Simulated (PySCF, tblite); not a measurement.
# C₄H₈SSi: geometry, infrared bands and NMR shifts

What infrared bands and NMR shifts should C₄H₈SSi (`C#C[SiH2]CSC`) show?

The runs use tblite 0.8.0 and PySCF 2.14.0, with density-fitted response routines of our own; the level of theory stands in each step. All values are computed, except where a source is named. Atoms count from 0, in the outputs and in this text.

### Step 1. Starting geometry

14 atoms, charge 0, multiplicity 1; geometry from: force field or distance geometry start.

Bonds of the start (Å): C0–C1 1.18, C1–Si2 1.90, Si2–C3 1.86, C3–S4 1.83, S4–C5 1.81, C0–H6 1.08, Si2–H7 1.49, Si2–H8 1.49, C3–H9 1.08, C3–H10 1.09, C5–H11 1.09, C5–H12 1.10, C5–H13 1.09.

### Step 2. Relaxing the molecule with GFN2-xTB

The job: settings as JSON, then the geometry in Å.

```
{"job": {"kind": "relax", "xc": "GFN2-xTB", "basis": "xTB"}, "charge": 0, "multiplicity": 1}
C     -3.568800     1.336600    -0.800600
C     -2.754900     0.554000    -0.444000
Si    -1.446600    -0.694200     0.142400
C      0.256800     0.031400    -0.005400
S      1.482100    -1.202300     0.572400
C      2.977600    -0.221100     0.308600
H     -4.315500     2.040000    -1.126700
H     -1.753100    -1.059400     1.551100
H     -1.577100    -1.919000    -0.694400
H      0.469800     0.292300    -1.030600
H      0.340100     0.920800     0.619700
H      3.082100     0.048000    -0.740800
H      3.848500    -0.810900     0.614900
H      2.958300     0.683400     0.921600
```

Launch:

```
OMP_NUM_THREADS=1 python probes_run.py task.json out
```

This one command runs all jobs of the session in turn.

**Question.** This job is followed by: GFN2-xTB harmonic vibrations, gas phase; GIAO PBE0/pcSseg-1 NMR shielding, non-relativistic, gas phase. What will the session give for the following? strongest single infrared mode (GFN2-xTB); zero-point energy (GFN2-xTB); 13C shifts against TMS (PBE0/pcSseg-1); 1H shifts against TMS (PBE0/pcSseg-1, means over atoms taken as alike); 29Si shifts against TMS (PBE0/pcSseg-1); 33S shifts against CS2 (PBE0/pcSseg-1).

As calculated:

| quantity | value |
| --- | --- |
| strongest single infrared mode (GFN2-xTB) | 2244 cm⁻¹, 381 km/mol |
| zero-point energy (GFN2-xTB) | 62.2 kcal/mol |
| 13C shifts against TMS (PBE0/pcSseg-1) | 105.0, 85.9, 26.5, 24.0 ppm |
| 1H shifts against TMS (PBE0/pcSseg-1, means over atoms taken as alike) | 4.43, 2.14, 1.98, 1.94 ppm |
| 29Si shifts against TMS (PBE0/pcSseg-1) | -68.6 ppm |
| 33S shifts against CS2 (PBE0/pcSseg-1) | -73 ppm |

The optimisation took 51 steps and gained 0.127 eV; among the close pairs (by a distance rule), Si2–C3 changed most, from 1.857 to 1.909 Å. All 36 modes are real, so the xTB geometry is a minimum. The strongest single mode, at 2244 cm⁻¹, moves mainly H7 and H8. GFN2-xTB is a fitted tight-binding method: band positions and strengths are rough. Its intensities can rank the bands wrongly. At PBE0/pcSseg-1: Shielding is most anisotropic at S4 (span 351 ppm, paramagnetic term -480 ppm).
